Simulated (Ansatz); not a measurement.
The same calculation of VCu3S4, space group P-43m as a Python script and as an input file (the Python package of Ansatz (0.2.0)).

The script, `run_vcrelax.py`:
```python
'''Variable-cell relaxation of VCu3S4.'''

import json

import ansatz
from ase import Atoms
from ase.data import atomic_numbers
from ase.io import write
import numpy as np
import spglib

def edges_and_angles(cell):
    cell = np.asarray(cell)
    a, b, c = np.linalg.norm(cell, axis=1)
    cosines = cell[1] @ cell[2] / (b * c), cell[0] @ cell[2] / (a * c), cell[0] @ cell[1] / (a * b)
    return (a, b, c, *np.degrees(np.arccos(cosines)))

lattice = ansatz.Lattice.of(
    (5.3912, 0.0, 0.0),
    (0.0, 5.3912, 0.0),
    (0.0, 0.0, 5.3912),
)
sites = [
    ('V', (0.0, 0.0, 0.0)),
    ('Cu', (0.5, 0.0, 0.0)),
    ('Cu', (0.0, 0.5, 0.0)),
    ('Cu', (0.0, 0.0, 0.5)),
    ('S', (0.2372, 0.2372, 0.2372)),
    ('S', (0.2372, 0.7628, 0.7628)),
    ('S', (0.7628, 0.7628, 0.2372)),
    ('S', (0.7628, 0.2372, 0.7628)),
]
system = ansatz.Crystal(lattice=lattice)
for symbol, position in sites:
    system = system.atom(symbol, position)
system = system.moments(V=1.0)

# part of the cell is held
calc = (
    system.calculation()
    .functional('lda')
    .occupations('fermi_dirac')
    .spin(ansatz.SpinTreatment.COLLINEAR)
    .kpoints(4, 4, 4)
    .relax(force_tolerance=0.02, fix_cell=['a', 'angles'], stress_tolerance=0.05)
    .density_of_states(energy_step=0.05, method='smearing', broadening_width=0.15)
)
res = calc.run(events_out='stream.ndjson')
with open('stream.ndjson') as stream:
    events = [json.loads(line) for line in stream]
steps = [e['data'] for e in events if e['event'] == 'relax_step']
rep = res.report
print('step   energy (eV)     max comp. (eV/A)   P (GPa)  SCF')
for s in steps:
    print(f'{s["step"]:4d} {s["lagrangian_ev"]:15.5f} {s["allowed_force_max_ev_ang"]:12.4f} {s["pressure_gpa"]:10.3f} {s["n_scf"]:5d}')

first, last = steps[0], steps[-1]
symbols = [site.symbol for site in res.lattice.sites]
print(f'energy gained {first["lagrangian_ev"] - last["lagrangian_ev"]:.4f} eV in {len(steps) - 1} steps')
for label, vectors in (('before', first['cell_ang']), ('after', res.lattice.cell_ang)):
    print(label, 'a b c (A) {:.4f} {:.4f} {:.4f}  angles {:.2f} {:.2f} {:.2f}'.format(*edges_and_angles(vectors)), f' V = {abs(np.linalg.det(vectors)):.3f} A^3')
print('final stress xx yy zz (GPa, compression positive):', np.round(np.diag(rep['stress_gpa']), 3) + 0.0)

fractions = [site.position_frac for site in res.lattice.sites]
numbers = [atomic_numbers[s] for s in symbols]
for tolerance in (1e-3, 1e-2, 1e-1):
    print(f'space group at {tolerance} A:', spglib.get_spacegroup((res.lattice.cell_ang, fractions, numbers), symprec=tolerance))

relaxed = Atoms(symbols, positions=[site.position_ang for site in res.lattice.sites], cell=res.lattice.cell_ang, pbc=True)
write('relaxed.extxyz', relaxed, format='extxyz')

print(f'free energy      {rep["free_energy_ev"]:.5f} eV')
print(f'per atom         {rep["free_energy_ev"] / len(res.lattice.sites):.5f} eV')
print(f'SCF iterations   {rep["n_iterations"]}  (converged: {rep["converged"]})')

print('site moments (muB):', [round(m, 2) for m in rep['site_moments_mub']])
print('electrons up, down:', [round(n, 3) for n in rep['spin_occupation_sums']])

dos = res.density_of_states()
energy = np.asarray(dos.energies_ev) - dos.fermi_ev
states, count = np.asarray(dos.spin_summed_g_bin_mean_per_ev), np.asarray(dos.spin_summed_integrated)
g_fermi = float(np.interp(0.0, energy, states))
print(f'g(E_F) = {g_fermi:.3f} states/eV per cell')
for low, high in ((-10, -6), (-6, -3), (-3, 0), (0, 3)):
    print(f'states between {low} and {high} eV: {np.interp(high, energy, count) - np.interp(low, energy, count):.3f}')
```

```console
$ python run_vcrelax.py
DeckWarning: basis.ecutwfc = 420 eV, auto-derived from the records' recommended cutoffs: set by V (normal level)
DeckWarning: crystal.symmetry: narrowed to the stabiliser of the fixed cell quantities (relax.cell.fix) — unitary ops 24 → 8. The narrowing is safe, since a smaller group never makes results wrong: the run goes on under it, on as many k-points as the starting group would need, or more. Excluded: 16 operations that would move a fixed cell quantity at a test strain (relax.cell.fix fixes a, alpha, beta, gamma). The cell can leave their symmetry as it relaxes.
RunWarning: the starting moments were not kept: the SCF closed with an absolute magnetisation of 3.4e-6 μB, where they sum to 1 μB in size (1 site). That is at most 0.1 of that sum. Measured as dr2_m measures the in/out step, that magnetisation stands 1.7e-12 eV from none, at or under the dr2_threshold of 1.0e-7 eV: it is no larger than a step whose dr2_m would equal this threshold. The system may hold no moment; this SCF shows only that its start led to no more than that. To try another start: [...]
step   energy (eV)     max comp. (eV/A)   P (GPa)  SCF
   1    -26010.53763       0.3058     -5.557    18
   2    -26010.67165       0.1664     -2.976    11
   3    -26010.69862       0.0364     -0.640    10
   4    -26010.69926       0.0053     -0.982    11
   5    -26010.69690       0.0053     -0.989    11
energy gained 0.1593 eV in 4 steps
before a b c (A) 5.3912 5.3912 5.3912  angles 90.00 90.00 90.00  V = 156.695 A^3
after a b c (A) 5.3912 5.2198 5.2198  angles 90.00 90.00 90.00  V = 146.890 A^3
final stress xx yy zz (GPa, compression positive): [-2.906 -0.03  -0.03 ]
space group at 0.001 A: P-42m (111)
space group at 0.01 A: P-42m (111)
space group at 0.1 A: P-42m (111)
free energy      -26010.69690 eV
per atom         -3251.33711 eV
SCF iterations   11  (converged: True)
site moments (muB): [-0.0, 0.0, 0.0, 0.0, 0.0, 0.0, 0.0, 0.0]
electrons up, down: [47.0, 47.0]
g(E_F) = 0.000 states/eV per cell
states between -10 and -6 eV: 4.288
states between -6 and -3 eV: 30.640
states between -3 and 0 eV: 19.072
states between 0 and 3 eV: 10.033
```
(Warnings from the package without file and line, shortened, repeats left out.)

`input.yaml`:
```yaml
crystal:
  lattice:
    - [5.3912, 0.0, 0.0]
    - [0.0, 5.3912, 0.0]
    - [0.0, 0.0, 5.3912]
  atoms:
    - { symbol: V, position: [0.0, 0.0, 0.0] }
    - { symbol: Cu, position: [0.5, 0.0, 0.0] }
    - { symbol: Cu, position: [0.0, 0.5, 0.0] }
    - { symbol: Cu, position: [0.0, 0.0, 0.5] }
    - { symbol: S, position: [0.2372, 0.2372, 0.2372] }
    - { symbol: S, position: [0.2372, 0.7628, 0.7628] }
    - { symbol: S, position: [0.7628, 0.7628, 0.2372] }
    - { symbol: S, position: [0.7628, 0.2372, 0.7628] }
kpoints:
  mp_grid: { grid: [4, 4, 4] }
hamiltonian:
  xc: lda
magnetization:
  spin_polarized: true
  per_species: { V: 1.0 }
scf:
  occupations: { method: fermi_dirac }
relax:
  f_tol: 0.02
  cell: { stress_tol: 0.05, fix: [a, angles] }
output:
  dos: { de: 0.05, method: { smearing: { sigma: 0.15 } } }
```

On the command line:
```console
$ ansatz run input.yaml --threads 1 --pin off --max-ram 3072MiB --backend cpu --events-out ev --progress --plain --runs-dir out
Warning: crystal.symmetry: narrowed to the stabiliser of the fixed cell quantities (relax.cell.fix) — unitary ops 24 → 8. The narrowing is safe, since a smaller group never makes results wrong: the run goes on under it, on as many k-points as the starting group would need, or more. Excluded: 16 operations that would move a fixed cell quantity at a test [...]
Engine: ansatz 0.2.0, aarch64-unknown-linux-gnu
Pseudopotentials: kind: paw
Pseudopotential: V, paw, valence charge 13, recommended cutoff 420 eV (normal), V.paw.azcp
Pseudopotential: Cu, paw, valence charge 19, recommended cutoff 420 eV (normal), Cu.paw.azcp
Pseudopotential: S, paw, valence charge 6, recommended cutoff 420 eV (normal), S.paw.azcp
Functional definition: SPW92
  exchange = slater_x
  correlation = pw_c
Crystal: 8 atoms, lattice volume = 156.695 Å³
Basis set: ecut = 420 eV, 3071 PW (Γ)
Bands: 57, of which v1, the nominal top of the filled ones, is band 47 counted from 1 (46 counted from 0)
Symmetry: 8 space group operations
k-points: 18 of 64 (time reversal used)
Non-local potential: V, projectors of the file, l = 0: 3, l = 1: 2, l = 2: 3, l = 3: 1
Non-local potential: Cu, projectors of the file, l = 0: 3, l = 1: 2, l = 2: 3, l = 3: 1
Non-local potential: S, projectors of the file, l = 0: 2, l = 1: 2, l = 2: 2
PAW form: soft (Blöchl's): semilocal exchange-correlation on the pseudo side does not see the compensation charge
PAW frozen core: V, regenerated for the run's functional, and the local potential with it (the file was generated under x = pbe(κ = 0.804, μ = 0.2195149727645171), c = pbe(β = 0.06672455060314922))
PAW frozen core: Cu, regenerated for the run's functional, and the local potential with it (the file was generated under x = pbe(κ = 0.804, μ = 0.2195149727645171), c = pbe(β = 0.06672455060314922))
PAW frozen core: S, regenerated for the run's functional, and the local potential with it (the file was generated under x = pbe(κ = 0.804, μ = 0.2195149727645171), c = pbe(β = 0.06672455060314922))
PAW one-centre angular grid: V, 590 points (default); XC on 64 Gauss nodes
PAW one-centre angular grid: Cu, 590 points (default); XC on 64 Gauss nodes
PAW one-centre angular grid: S, 110 points (default); XC on 64 Gauss nodes
Initial density: superposition of atomic densities (chi_scale 0.1, normalization cell, long waves kept (reshape's long-wave potential 0.02 eV rms))
Starting moments: Σ|m| = 1 μB on 1 of 8 sites
Initial wavefunctions: pseudopotential atomic-orbital guess
Functional: x = slater, c = lda
SCF iter   1: F=—  HF=-26019.083689 eV  |F-HF|=—  |Δ(HF+E_count)|=         —  Δρ=1.57e-1 (↑1.57e-1 ↓1.35e-1)  dr2=1.12e2  dr2_m=2.34e-1  M=0.128 μB ∫|m|=1.326 μB  β_m=0.30  ethr=3.10e-3  ⟨swp⟩=7.1  Hψ=7942  notcnv=0  defer=2
Mixer restart at iter 1: flushing history
preconditioner: auto → Kerker (q_TF=auto, 2.506 Å⁻¹)  [metal: Δε(μ)=0.078 eV  Ē_g=7.324 eV  σ=0.100 eV  W_gap=0.19  n_scr=32 (ndim 8)  ℏωp=23.4 eV  f_vac=0.113  D(μ)=1.96/eV (n_scr^D=6)]
spin=Collinear: Kerker preconditioning applied to the charge; magnetization (m = ρ↑ − ρ↓) channel mixes plain (no charge-response kernel on spin).
SCF iter   2: F=—  HF=-26015.332993 eV  |F-HF|=—  |Δ(HF+E_count)|=    3.75e0  Δρ=5.35e-2 (↑5.35e-2 ↓5.12e-2)  dr2=9.47e0  dr2_m=1.49e-1  M=0.005 μB ∫|m|=0.917 μB  β_m=0.26  ethr=3.10e-3  ⟨swp⟩=3.9  Hψ=5820  notcnv=0  defer=5
preconditioner: auto → Resta (q_TF=auto, 2.506 Å⁻¹)  ε∞=9.0  [insulator: Δε(μ)=0.765 eV  Ē_g=8.263 eV  σ=0.100 eV  W_gap=0.96  n_scr=32 (ndim 8)  ℏωp=23.4 eV  f_vac=0.121  D(μ)=0.11/eV (n_scr^D=0)  ε∞_Penn≈9.0]
spin=Collinear: Resta preconditioning applied to the charge; magnetization (m = ρ↑ − ρ↓) channel mixes plain (no charge-response kernel on spin).
SCF iter   3: F=—  HF=-26011.450474 eV  |F-HF|=—  |Δ(HF+E_count)|=    3.88e0  Δρ=1.74e-2 (↑1.58e-2 ↓1.74e-2)  dr2=2.96e0  dr2_m=9.17e-2  M=0.011 μB ∫|m|=0.933 μB  β_m=0.43  ethr=3.10e-3  ⟨swp⟩=2.5  Hψ=4426  notcnv=0  defer=34
SCF iter   4: F=—  HF=-26010.614758 eV  |F-HF|=—  |Δ(HF+E_count)|=   8.36e-1  Δρ=1.13e-2 (↑8.11e-3 ↓1.13e-2)  dr2=9.56e-1  dr2_m=3.40e-2  M=0.006 μB ∫|m|=0.694 μB  β_m=0.62  ethr=3.10e-3  ⟨swp⟩=2.8  Hψ=3496  notcnv=0  defer=34
[... 122 lines left out ...]
  E_closure    = -0.000000  (closes the sum)
  Σ components = -26010.696900   (vs F -26010.696900, Δ=0.00e0)
--- Forces (eV/Å), atoms counted from 1 ---
  atom   1  V     -0.00000000     0.00000000     0.00000000
  atom   2  Cu    -0.00000000    -0.00000000    -0.00000000
  atom   3  Cu    -0.00000000     0.00000000     0.00000000
  atom   4  Cu     0.00000000    -0.00000000    -0.00000000
  atom   5  S     -0.00527687     0.00053543     0.00053543
  atom   6  S     -0.00527687    -0.00053543    -0.00053543
  atom   7  S      0.00527687    -0.00053543     0.00053543
  atom   8  S      0.00527687     0.00053543    -0.00053543
  max |Σ_I F_I| component: 3.38e-17 eV/Å
--- Stress (GPa, compression-positive) ---
       -2.906347      -0.000000       0.000000
       -0.000000      -0.029944       0.000000
        0.000000       0.000000      -0.029944
  P = ⅓ Tr σ = -0.9887 GPa (-9.887 kbar)
--- Band table (eV; the first three rows and the last of 36) ---
  k-point 0 ↑: bands = ["-103.9577", "-103.9577", "-103.8386", "-61.8496", "-61.8496", "-61.7555", "-61.7554", "-61.7413", "-61.7413", "-61.7185", "-61.6372", "-61.6372", "-56.0457", "-30.2961", "-30.2861", "-30.2861", "-6.3025", "-4.9530", "-4.8943", "-4.8943", "1.5052", "1.5504", "2.3586", "3.0998", "3.1695", "3.1695", "3.7988", "3.8258", "3.8258", [...]
  k-point 1 ↑: bands = ["-103.9577", "-103.9577", "-103.8386", "-61.8497", "-61.8496", "-61.7555", "-61.7554", "-61.7413", "-61.7413", "-61.7185", "-61.6372", "-61.6371", "-56.0456", "-30.2962", "-30.2870", "-30.2861", "-6.1466", "-5.1009", "-4.9420", "-4.8989", "1.6753", "1.7776", "2.5394", "2.9506", "3.1670", "3.2295", "3.5335", "3.7380", "3.7675", [...]
  k-point 2 ↑: bands = ["-103.9577", "-103.9577", "-103.8386", "-61.8497", "-61.8496", "-61.7554", "-61.7554", "-61.7413", "-61.7413", "-61.7185", "-61.6371", "-61.6371", "-56.0455", "-30.2962", "-30.2879", "-30.2861", "-5.8846", "-5.4123", "-4.9253", "-4.9093", "1.8987", "2.1883", "2.5287", "2.9347", "3.1872", "3.2547", "3.3020", "3.5206", "3.6609", [...]
  k-point 17 ↓: bands = ["-103.9577", "-103.9577", "-103.8386", "-61.8501", "-61.8493", "-61.7554", "-61.7554", "-61.7416", "-61.7411", "-61.7186", "-61.6371", "-61.6371", "-56.0451", "-30.2973", "-30.2880", "-30.2880", "-5.2925", "-5.2522", "-5.2522", "-5.2443", "1.9288", "1.9288", "1.9303", "2.7101", "3.4044", "3.4044", "3.4328", "3.4484", "3.4770", [...]
--- Relaxed structure (4 steps of the walk, 4 accepted, 1 SCFs on fresh bases) ---
  F+E_penalty+E_count = -26010.69689956 eV   max|allowed force component| = 5.277e-3 eV/Å   (the final SCF, on the basis selected at the relaxed cell)
  cell:  # Å, volume = 146.8902 Å³
    - [5.3912, 7.916043372583975e-127, -7.496043272172299e-128]
    - [7.916043372583975e-127, 5.219797124122303, 2.348631729147458e-112]
    - [-7.496043272172299e-128, 2.348631729147458e-112, 5.219797124122303]
  atoms:
    - { symbol: V, position: [-3.016588623549964e-20, 5.0276477059166064e-20, 3.0165886235499556e-20] }
    - { symbol: Cu, position: [0.5, 5.027647705916609e-20, 3.016588623550003e-20] }
    - { symbol: Cu, position: [-3.016588623549964e-20, 0.5, 3.016588623549959e-20] }
    - { symbol: Cu, position: [-3.016588623549964e-20, 5.0276477059166064e-20, 0.5] }
    - { symbol: S, position: [0.2383182021049169, 0.23989077994152172, 0.23989077994152172] }
    - { symbol: S, position: [0.2383182021049169, 0.7601092200584783, 0.7601092200584783] }
    - { symbol: S, position: [0.7616817978950832, 0.7601092200584783, 0.23989077994152172] }
    - { symbol: S, position: [0.7616817978950832, 0.23989077994152172, 0.7601092200584783] }
```

Reading the output:
- Absolute energies stand on the zero of these potentials, so only differences at equal settings mean something.
- The SCF didn't keep the moments it started from (some shrank, vanished or turned); what is printed is the state reached.
- Semilocal gaps usually lie well under measured ones.
- Part of the cell is held or a pressure is applied, so the end point needn't be the zero-pressure lattice.
- Energies along a relaxation are free energies. Rows at an unchanged volume are solved on a plane-wave basis chosen afresh for that cell, so the energy can jump there; the script counts such rows among its steps.
- With one magnetic atom the cell can hold only ferromagnetic order.
- The cell relaxed to the group P-42m; tensors and edges are in the axes of the typed cell.
- In a crystal with a gap the Fermi level's place inside it depends on smearing and mesh.
- The crystal has a gap of about 0.95 eV on the mesh; density of states inside it is the tail of the broadening.
- The starting cell is as deposited in a crystallographic database; the results hold for this polymorph, which needn't be the stable one.
- The computed bands are complete only to about 4.9 eV above the Fermi level; beyond that the density of states is undercounted.
- The whole script took 3.3 min on 1 thread of Arm Neoverse V2 (shared host), peak memory 0.62 GiB.
